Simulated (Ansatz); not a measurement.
# Zr: stress in a strained cell

Aim: deform Zr (zz strain of -1 %) and compute stress, forces and field gradients with LAPW, PAW and all-electron datasets made for the crystal.

Method: DFT LDA, scalar-relativistic, in Ansatz 0.2.0.

### Step 1. The starting structure

It takes space group P6_3/mmc (No. 194, hexagonal). The conventional cell has a = 3.232 Å, b = 3.232 Å, c = 5.147 Å, α = 90.00°, β = 90.00°, γ = 120.00°. Around Zr (site symmetry -6m2) lie 12 Zr at 3.18 to 3.23 Å.

Structure file:

```
CELL_PARAMETERS angstrom
3.23200 0.00000 0.00000
-1.61600 2.79899 0.00000
0.00000 0.00000 5.14700
ATOMIC_POSITIONS crystal
Zr 0.33333 0.66667 0.25000
Zr 0.66667 0.33333 0.75000
```

Atoms are numbered in the order of the input: Zr1, Zr2.

### Step 2. The deformed structure

Space group P6_3/mmc before, P6_3/mmc after.

### Step 3. All-electron LAPW

Input file input.yaml:

```yaml
crystal:
  lattice:
    - [3.2319982225, 0.0, 0.0]
    - [-1.6159991112, 2.7989925656, 0.0]
    - [0.0, 0.0, 5.09553]
  atoms:
    - { symbol: Zr, position: [0.3333333333, 0.6666666667, 0.25] }
    - { symbol: Zr, position: [0.6666666667, 0.3333333333, 0.75] }
kpoints:
  mp_grid: { grid: [13, 13, 7] }
  band_path:
    path:
      - [0.0, 0.0, 0.0]
      - [0.5, 0.0, 0.0]
      - [0.3333333333, 0.3333333333, 0.0]
      - [0.0, 0.0, 0.0]
      - [0.0, 0.0, 0.5]
      - [0.5, 0.0, 0.5]
      - [0.3333333333, 0.3333333333, 0.5]
      - [0.0, 0.0, 0.5]
      - [0.5, 0.0, 0.5]
    npoints: 5
scf:
  occupations: { method: fermi_dirac, width: 0.03 }
hamiltonian:
  xc: lda
  pseudopotentials: { kind: all_electron, lapw: { basis_error: 0.00025 } }
output:
  forces: true
  stress: true
  eigenvalues: true
```

Run with:

```bash
$ ansatz run input.yaml --threads 1 --pin off --max-ram 3072MiB --backend cpu --events-out ev --progress --plain --runs-dir out
```

### Step 4. PAW with frozen cores

Input file input.yaml:

```yaml
crystal:
  lattice:
    - [3.2319982225, 0.0, 0.0]
    - [-1.6159991112, 2.7989925656, 0.0]
    - [0.0, 0.0, 5.09553]
  atoms:
    - { symbol: Zr, position: [0.3333333333, 0.6666666667, 0.25] }
    - { symbol: Zr, position: [0.6666666667, 0.3333333333, 0.75] }
kpoints:
  mp_grid: { grid: [13, 13, 7] }
scf:
  occupations: { method: fermi_dirac, width: 0.03 }
hamiltonian:
  xc: lda
  pseudopotentials: { kind: paw }
output:
  forces: true
  stress: true
  eigenvalues: true
  efg: { contact_densities: true }
```

### Step 5. All-electron PAW on datasets made for the crystal

Changes to input.yaml since step 4:

```diff
@@ -14,3 +14,3 @@
   xc: lda
-  pseudopotentials: { kind: paw }
+  pseudopotentials: { kind: all_electron, datasets: crystal }
 output:
```

(Steps that only read results are left out.)

Before running it: what results should come out? Wanted: pressure; largest shear or deviatoric stress.

As calculated:

| quantity | value |
| --- | --- |
| pressure | LAPW -5.21, PAW -5.23, crystal datasets -5.21 GPa |
| largest shear or deviatoric stress (LAPW) | 1.06 GPa |

The largest part of the stress beyond the pressure is 1.06 GPa in size, in the zz component; the atoms are carried along and not relaxed. No run of the undeformed cell stands beside it, so the pressure holds what the given cell had before the change. PAW: stress within 0.02 GPa of LAPW. Crystal datasets: stress within 0.01 GPa of LAPW.
